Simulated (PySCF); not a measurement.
# AsH9OSi3: the cost of one run

Programs: PySCF 2.14.0, with routines of our own; each step states its level. All values are computed. Atoms count from 0.

## Step 1: The starting structure

14 atoms, charge 0, multiplicity 1; geometry from: GFN2-xTB.

## Step 2: Optimising the geometry at PBE0-D3(BJ)/def2-SVP

What the job is given:

```
{"job": {"xc": "PBE0", "basis": "def2-SVP", "d3": "d3bj", "grid": 1, "kind": "geom"}, "charge": 0, "multiplicity": 1}
Si     2.559230    -0.472687     0.491799
O      1.171751     0.229586     0.064424
Si    -0.376236     0.078500    -0.462054
Si    -1.545803     1.667582     0.761034
As    -0.986955    -2.174841    -0.284511
H      3.059549     0.363765     1.578426
H      3.420445    -0.475658    -0.688732
H      2.265057    -1.842265     0.934819
H     -0.266939     0.401651    -1.903733
H     -1.356859     1.539813     2.213573
H     -1.235011     3.063083     0.433803
H     -2.988539     1.503202     0.528751
H     -2.423297    -1.847920    -0.592166
H     -1.297072    -2.034286     1.182425
```

Command:

```bash
$ OMP_NUM_THREADS=1 python excited_run.py task.json out
```

This one command runs all jobs of the session in turn.

Q: Estimate the wall time and peak memory of this first job on 1 thread of Arm Neoverse V1, shared host.

About 86 s, with a peak of 0.7 GiB.
